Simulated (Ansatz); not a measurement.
# Be3CdS4: the band gap up the ladder of functionals

One table from this session's results is given with a row withheld; the runs are named, their logs left out.

The runs shown are made with Ansatz 0.2.0. PAW datasets, plane waves. (Calculated; spin-unpolarised; the phase may be known or hypothetical.)

## The system as given

The cell was relaxed beforehand with r2SCAN.

The symmetry is I-42m (No. 121, tetragonal); a = 5.153 Å, c = 10.090 Å in the conventional setting, 16.74 Å³ an atom. Be has 4 S at 2.16 Å; S has 3 Be at 2.12–2.16 Å and 1 Cd at 2.47 Å; Be has 4 S at 2.12 Å; Cd has 4 S at 2.47 Å.

The structure in full:

```cif
data_structure
_symmetry_space_group_name_H-M 'I-42m'
_symmetry_Int_Tables_number 121
_cell_length_a 5.1525
_cell_length_b 5.1525
_cell_length_c 10.0902
_cell_angle_alpha 90.000
_cell_angle_beta 90.000
_cell_angle_gamma 90.000
_cell_volume 267.88
loop_
_atom_site_label
_atom_site_type_symbol
_atom_site_symmetry_multiplicity
_atom_site_Wyckoff_symbol
_atom_site_fract_x
_atom_site_fract_y
_atom_site_fract_z
_atom_site_occupancy
Be1 Be 4 d 0.00000 0.50000 0.25000 1
S1 S 8 i 0.21954 0.78046 0.36241 1
Be2 Be 2 b 0.50000 0.50000 0.00000 1
Cd1 Cd 2 a 0.00000 0.00000 0.00000 1
```

The first run:

input.yaml reads:

```yaml
crystal:
  lattice:
    - [-2.5762644584, 2.5762644584, 5.0450975486]
    - [2.5762644584, -2.5762644584, 5.0450975486]
    - [2.5762644584, 2.5762644584, -5.0450975486]
  atoms:
    - { symbol: Be, position: [0.75, 0.25, 0.5] }
    - { symbol: S, position: [0.1428694857, 0.5819409944, 0.0] }
    - { symbol: Be, position: [0.5, 0.5, 0.0] }
    - { symbol: S, position: [0.8571305143, 0.8571305143, 0.4390715087] }
    - { symbol: Be, position: [0.25, 0.75, 0.5] }
    - { symbol: S, position: [0.5819409944, 0.1428694857, 0.0] }
    - { symbol: Cd, position: [0.0, 0.0, 0.0] }
    - { symbol: S, position: [0.4180590056, 0.4180590056, 0.5609284913] }
kpoints:
  mp_grid: { grid: [8, 8, 8] }
  band_path:
    path:
      - [[0.0, 0.0, 0.0], [-2.708262671332e-19, 2.708262671332e-19, 0.5], [0.25, 0.25, 0.25], [5.756476325577e-17, 0.5, -5.756476325577e-17], [0.0, 0.0, 0.0], [0.5, 0.5, -0.5], [0.3151901165014, 0.6848098834986, -0.3151901165014]]
      - [[-0.3151901165014, 0.3151901165014, 0.3151901165014], [0.0, 0.0, 0.0]]
      - [[-2.708262671332e-19, 2.708262671332e-19, 0.5], [-0.1303802330028, 0.1303802330028, 0.5]]
      - [[0.5, 0.5, -0.1303802330028], [0.5, 0.5, -0.5]]
    npoints: 10
hamiltonian:
  xc: pbe
scf:
  occupations: { method: fermi_dirac, width: 0.02 }
  n_extra_bands: 6
output:
  forces: true
  stress: true
  eigenvalues: true
  write_density: true
  write_potential: true
  elf: true
  volumetric_format: npy
```

Run with:

```sh
> ansatz run input.yaml --threads 2 --pin off --max-ram 18432MiB --backend cpu --events-out ev --progress --plain --runs-dir out
```

Among the steps run: Band structure with PBE; r2SCAN at the same geometry; Single point with HSE06; Single point with PBE+SOC; PBE0 at the same geometry.

One table of the session follows, with a row left open; its other results are not shown here.

| level | gap (eV) |
| --- | --- |
| PBE | ? |
| r2SCAN | 3.61 |
| HSE06 | 4.11 |
| PBE+SOC | 3.16 |
| PBE0 | 4.82 |

Q: Estimate the row for PBE from the others.

As computed: gap (eV): 3.19. In the column «gap (eV)» it lies between PBE+SOC (3.16) and r2SCAN (3.61).

Meshes: PBE 8×8×8, r2SCAN 8×8×8, HSE06 4×4×4, PBE+SOC 8×8×8, PBE0 4×4×4

PBE reaches 78 % of the HSE06 value, and r2SCAN 88 %. PBE0 lies 0.70 eV above HSE06, which differs from it by screening the long-range exchange.

Caveats from the session: Warnings in the runs' records: stress scf threshold loose, stress exchange threshold loose.
